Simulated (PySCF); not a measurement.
# ZrOCl: structure of the doublet

Aim: relax ZrOCl as a doublet from a linear start, check by its vibrations whether the end is a minimum, and collect its spectrum and constants.

Program: PySCF 2.14.0. Level of theory: PBE0, basis Zr def2-TZVP with ECP28, O def2-TZVP, Cl def2-TZVP, scalar-relativistic core potentials, no spin–orbit coupling, density fitting. These are calculated values, not measurements.

**1. The system as given**

3 atoms, charge 0, spin multiplicity 2.

Bond lengths: Zr1–O2 1.840 Å, Zr1–Cl3 2.530 Å. Angles: O2–Zr1–Cl3 180.0°.

Coordinates in bohr (charge 0 multiplicity 2):
```
Zr    0.0000    0.0000    0.0000
O     0.0000    0.0000   -3.4771
Cl    0.0000    0.0000    4.7810
```

**2. The SCF at the typed geometry**

The steps below are one call of a driver around PySCF. For each, scf.py gives the equivalent set-up of the SCF; relaxations use the driver's own optimiser. After this first run the driver tries any further starts and a stability analysis.

Contents of scf.py:

```python
from pyscf import gto, scf, dft
mol = gto.M(atom='''
Zr     0.000000     0.000000     0.000000
O      0.000000     0.000000    -1.840000
Cl     0.000000     0.000000     2.530000''',
    basis={'Zr': 'def2-TZVP', 'O': 'def2-TZVP', 'Cl': 'def2-TZVP'},
    ecp={'Zr': 'def2-TZVP'},
    charge=0, spin=1)
mf = dft.UKS(mol, xc='PBE0')
mf.grids.atom_grid = (50, 194)
aux = {'Zr': 'def2-universal-JKFIT', 'O': 'def2-universal-JKFIT', 'Cl': 'def2-universal-JKFIT'}
mf = mf.density_fit(auxbasis=aux)
mf.conv_tol = 1e-08
mf.diis_space = 10
mf.max_cycle = 60
mf.init_guess = 'minao'
mf.verbose = 4
mf.kernel()
```

On the command line:

```console
> OMP_NUM_THREADS=4 python axn.py task.json out
```

Further steps of the session: Relaxation: linear start, doublet; Frequencies; Leaving the saddle point; Hessian and properties.

Before running it: what results should come out? Wanted: minimum; geometry; wavenumbers; dipole moment; highest occupied, lowest empty level; polar-tensor charge of Zr1; zero-point energy; atomisation energy; ⟨S²⟩.

The runs gave:

```
                                          quantity                                        value
                                           minimum                                  doublet, Cs
                                          geometry  Zr–Cl 2.353 Å, Zr–O 1.722 Å; Cl–Zr–O 109.8°
                                wavenumbers (cm⁻¹)                 179 (a'), 394 (a'), 991 (a')
                                     dipole moment                                       5.07 D
highest occupied, lowest empty level (either spin)                              -5.46, -2.69 eV
                        polar-tensor charge of Zr1                                      +1.54 e
                                 zero-point energy                                   9.4 kJ/mol
                               entropy at 298.15 K                              296.7 J/(mol K)
         atomisation energy (no zero-point energy)                                  1224 kJ/mol
                                              ⟨S²⟩                                        0.754
```

**Reading.** From C∞v at the start the molecule goes to a Cs minimum, after a stop at a second-order saddle point 76.0 kJ/mol higher, from which it was pushed off along an imaginary mode. In the infrared the band at 991 cm⁻¹ (a', stretch) leads. With 5.1 D the molecule is strongly polar. Most of the spin sits on Zr1 (Mulliken spin 1.08, against 1 for the whole molecule). Only this shape and spin were tried, so other structures or states may lie lower. Open d and f shells are described by one determinant, and the ground state may have another occupation or spin.
